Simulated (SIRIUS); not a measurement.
Runs of SIRIUS 7.12.0 on MnF2. Symmetry: P4_2/mnm, No. 136, tetragonal system. Conventional cell: a = 4.874 Å, b = 4.874 Å, c = 3.311 Å, α = 90.00°, β = 90.00°, γ = 90.00°. Mn (site symmetry mmm) is surrounded by 6 F at 2.10 to 2.13 Å. Around F (site symmetry m2m) lie 3 Mn at 2.10 to 2.13 Å. 

| level | potentials or basis | valence relativity | reference energy of the basis | core relativity | gap on the mesh (eV) | moment (μB) | largest force (eV/Å) |
| --- | --- | --- | --- | --- | --- | --- | --- |
| LDA | all-electron FP-LAPW, apw+lo standard | iora | 0.12 Ha | - | 0.99 | 10.00 | 0.03 |
| PBEsol | all-electron FP-LAPW, apw+lo standard | iora | 0.12 Ha | - | 1.10 | 10.00 | (a) |
| PBE | all-electron FP-LAPW, apw+lo standard | iora | 0.12 Ha | - | 1.30 | 10.00 | 0.04 |
| PBE | all-electron FP-LAPW (no relativity for the valence, core without relativity), apw+lo standard | none | 0.11 Ha | none | (b) | 10.00 | 0.04 |

Alike in all rows: task band structure; spin collinear, ferromagnetic start; cell as given; k mesh 5 × 5 × 6; cutoff (eV) 294; smearing fermi-dirac 0.05 eV.

Q: Estimate the missing entries.

A: (a) 0.01; (b) 1.59.

Caveats: only a ferromagnetic start was run, and an antiferromagnetic order may lie lower in energy; relativity is left out for the core states (some runs).

A gap of «none» marks a metal or a gap under the smearing width.
